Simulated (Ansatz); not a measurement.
# ClGeH₇N₂OSi: up Jacob's ladder to CCSD(T)

An exercise on one series of results from a longer session: the logs are not shown, and one member is left open.

Program: Ansatz 0.2.0, Gaussian basis. Level of theory: functionals in def2-TZVPP, the program's frozen cores in correlated methods. These are calculated values, not measurements.

The runs, in order: PBE-D4, r2SCAN-D4, PBE0-D4, B3LYP-D4, ωB97X-V, ωB97M-V, B2PLYP; CCSD(T)/def2-TZVPP; MP2/def2-QZVPP; extrapolation to the limit.

### The geometry

The geometry comes from an earlier relaxation with PBE0-D4 in a triple-zeta def2 set; it is a stationary point, not always the lowest conformer.

13 atoms, charge 0, spin multiplicity 1.

Atoms are counted from 1 here; the program's logs count them from 0.

Bond lengths: N1–Ge2 1.819 Å, N1–H7 1.012 Å, N1–H8 1.011 Å, Ge2–O3 1.802 Å, Ge2–H9 1.533 Å, Ge2–H10 1.530 Å, O3–Si4 1.612 Å, Si4–N5 1.712 Å, Si4–Cl6 2.065 Å, Si4–H11 1.477 Å, N5–H12 1.009 Å, N5–H13 1.008 Å. Angles: Ge2–N1–H7 113.3°, Ge2–N1–H8 114.6°, H7–N1–H8 108.7°, N1–Ge2–O3 113.1°, N1–Ge2–H9 109.0°, N1–Ge2–H10 109.6°, O3–Ge2–H9 105.7°, O3–Ge2–H10 104.8°, H9–Ge2–H10 114.7°, Ge2–O3–Si4 129.1°, O3–Si4–N5 110.3°, O3–Si4–Cl6 112.6°, O3–Si4–H11 107.1°, N5–Si4–Cl6 104.1°, N5–Si4–H11 116.6°, Cl6–Si4–H11 106.2°, Si4–N5–H12 119.2°, Si4–N5–H13 119.0° and more.

As a file:

```xyz
13
ClGeH7N2OSi
N    -1.1118   -0.6883    1.6701
Ge   -0.4651    0.9907    1.4057
O    -0.0905    1.3394   -0.3224
Si    0.2851    0.3133   -1.5078
N     1.4054   -0.8553   -0.9495
Cl   -1.3363   -0.8016   -2.1345
H    -0.4743   -1.4149    1.3721
H    -2.0163   -0.8606    1.2534
H     0.8633    1.1380    2.1567
H    -1.5329    2.0180    1.7882
H     0.7003    1.1254   -2.6696
H     2.3204   -0.5556   -0.6484
H     1.4528   -1.7484   -1.4139
```

The first run:

in.yaml reads:

```yaml
crystal:
  periodic: [false, false, false]
  atoms:
    - {symbol: N, position_ang: [-1.111843, -0.688329, 1.670130]}
    - {symbol: Ge, position_ang: [-0.465064, 0.990715, 1.405666]}
    - {symbol: O, position_ang: [-0.090499, 1.339402, -0.322393]}
    - {symbol: Si, position_ang: [0.285098, 0.313291, -1.507765]}
    - {symbol: N, position_ang: [1.405358, -0.855283, -0.949541]}
    - {symbol: Cl, position_ang: [-1.336255, -0.801592, -2.134499]}
    - {symbol: H, position_ang: [-0.474348, -1.414925, 1.372095]}
    - {symbol: H, position_ang: [-2.016281, -0.860633, 1.253363]}
    - {symbol: H, position_ang: [0.863271, 1.138030, 2.156725]}
    - {symbol: H, position_ang: [-1.532860, 2.017977, 1.788191]}
    - {symbol: H, position_ang: [0.700261, 1.125393, -2.669642]}
    - {symbol: H, position_ang: [2.320399, -0.555606, -0.648427]}
    - {symbol: H, position_ang: [1.452754, -1.748441, -1.413912]}
basis:
  gaussian: {orbitals: def2-TZVPP}
hamiltonian: {xc: pbe, dispersion: d4}
output: {forces: true, orbitals: {seedname: orbitals}}
```

Started as:

```
ansatz run in.yaml --threads 2 --pin off --events-out ev --progress --plain --max-ram 32768MiB --backend cuda --devices 0, --max-vram 18GiB
```

Steps of the session up to this table: PBE-D4 (GGA); r2SCAN-D4 (meta-GGA); PBE0-D4 (hybrid); B3LYP-D4 (hybrid); ωB97X-V (range-separated); ωB97M-V (range-separated); B2PLYP (double hybrid); CCSD(T) in def2-TZVPP; MP2 in def2-QZVPP.

One table of the session follows, with a row left open; its other results are not shown here.

```
            method  atomisation energy (kcal/mol)
            PBE-D4                         1072.2
         r2SCAN-D4                         1060.4
           PBE0-D4                              ?
          B3LYP-D4                         1060.2
           ωB97X-V                         1071.6
           ωB97M-V                         1066.8
            B2PLYP                         1048.8
     HF/def2-TZVPP                          736.2
    MP2/def2-TZVPP                         1051.6
   CCSD/def2-TZVPP                         1017.4
CCSD(T)/def2-TZVPP                         1034.6
           MP2/CBS                         1085.4
       CCSD(T)/CBS                         1068.4
```

Estimate the missing values for PBE0-D4.

**Answer.** atomisation energy (kcal/mol): 1052.8. In the column «atomisation energy (kcal/mol)» it lies between MP2/def2-TZVPP (1051.6) and B3LYP-D4 (1060.2).

Limits of these values: Free atoms (2 N, 1 Ge, 1 O, 1 Si, 1 Cl, 7 H) were run apart at each level; the atomisation energy is their sum less the molecule, without zero-point or spin-orbit terms.
